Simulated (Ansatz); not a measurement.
# C₂H₇FGeOS: one species, many methods

The task here is to estimate one member of a computed series from the others.

Method: functionals in def2-TZVPP, the program's frozen cores in correlated methods; program: Ansatz 0.2.0, Gaussian basis.

The runs, in order: PBE-D4, r2SCAN-D4, PBE0-D4, B3LYP-D4, ωB97X-V, ωB97M-V, B2PLYP; CCSD(T)/def2-TZVPP; MP2/def2-QZVPP; extrapolation to the limit.

**Structure used throughout**

An earlier PBE0-D4 in a triple-zeta def2 set relaxation fixed the geometry.

13 atoms, charge 0, spin multiplicity 1.

Atoms are counted from 1 here; the program's logs count them from 0.

Bond lengths: C1–O2 1.414 Å, C1–H7 1.095 Å, C1–H8 1.092 Å, C1–H9 1.097 Å, O2–Ge3 1.763 Å, Ge3–C4 1.929 Å, Ge3–F5 1.745 Å, Ge3–S6 2.194 Å, C4–H10 1.090 Å, C4–H11 1.090 Å, C4–H12 1.090 Å, S6–H13 1.344 Å. Angles: O2–C1–H7 111.9°, O2–C1–H8 107.5°, O2–C1–H9 111.9°, H7–C1–H8 108.6°, H7–C1–H9 108.7°, H8–C1–H9 108.1°, C1–O2–Ge3 119.4°, O2–Ge3–C4 115.6°, O2–Ge3–F5 104.5°, O2–Ge3–S6 105.7°, C4–Ge3–F5 106.3°, C4–Ge3–S6 114.0°, F5–Ge3–S6 110.4°, Ge3–C4–H10 109.5°, Ge3–C4–H11 109.4°, Ge3–C4–H12 109.9°, H10–C4–H11 108.9°, H10–C4–H12 109.5° and more.

The first run:

in.yaml

```yaml
crystal:
  periodic: [false, false, false]
  atoms:
    - {symbol: C, position_ang: [0.644693, -1.619498, -1.054604]}
    - {symbol: O, position_ang: [-0.348337, -1.230644, -0.125912]}
    - {symbol: Ge, position_ang: [-0.167118, 0.288201, 0.751016]}
    - {symbol: C, position_ang: [-0.276803, 1.888085, -0.321780]}
    - {symbol: F, position_ang: [1.457270, 0.234672, 1.385431]}
    - {symbol: S, position_ang: [-1.629984, 0.208518, 2.383609]}
    - {symbol: H, position_ang: [1.635715, -1.672923, -0.593098]}
    - {symbol: H, position_ang: [0.378330, -2.611174, -1.425302]}
    - {symbol: H, position_ang: [0.692600, -0.937015, -1.912261]}
    - {symbol: H, position_ang: [-0.162508, 2.763909, 0.317287]}
    - {symbol: H, position_ang: [0.524761, 1.883307, -1.060891]}
    - {symbol: H, position_ang: [-1.241253, 1.930756, -0.827235]}
    - {symbol: H, position_ang: [-1.507366, -1.126214, 2.483741]}
basis:
  gaussian: {orbitals: def2-TZVPP}
hamiltonian: {xc: pbe, dispersion: d4}
output: {forces: true, orbitals: {seedname: orbitals}}
```

On the command line:

```sh
ansatz run in.yaml --threads 2 --pin off --events-out ev --progress --plain --max-ram 32768MiB --backend cuda --devices 0, --max-vram 18GiB
```

Among the steps run: PBE-D4 (GGA); r2SCAN-D4 (meta-GGA); PBE0-D4 (hybrid); B3LYP-D4 (hybrid); ωB97X-V (range-separated); ωB97M-V (range-separated); B2PLYP (double hybrid); CCSD(T) in def2-TZVPP; MP2 in def2-QZVPP.

One table of the session follows, with a row left open; its other results are not shown here.

It belongs to the step «Atomisation energies». 

```
            method  atomisation energy (kJ/mol)
            PBE-D4                       4817.1
         r2SCAN-D4                       4756.8
           PBE0-D4                       4727.5
          B3LYP-D4                       4715.0
           ωB97X-V                       4760.5
           ωB97M-V                       4744.2
            B2PLYP                       4680.6
     HF/def2-TZVPP                       3417.7
    MP2/def2-TZVPP                       4724.1
   CCSD/def2-TZVPP                       4567.0
CCSD(T)/def2-TZVPP                       4641.2
           MP2/CBS                       4837.6
       CCSD(T)/CBS                            ?
```

**Question.** Estimate the row for CCSD(T)/CBS.

The run gave: atomisation energy (kJ/mol): 4754.7. In the column «atomisation energy (kJ/mol)» it lies between ωB97M-V (4744.2) and r2SCAN-D4 (4756.8).

To keep in mind: Free atoms (2 C, 1 O, 1 Ge, 1 F, 1 S, 7 H) were run apart at each level; the atomisation energy is their sum less the molecule, without zero-point or spin-orbit terms.
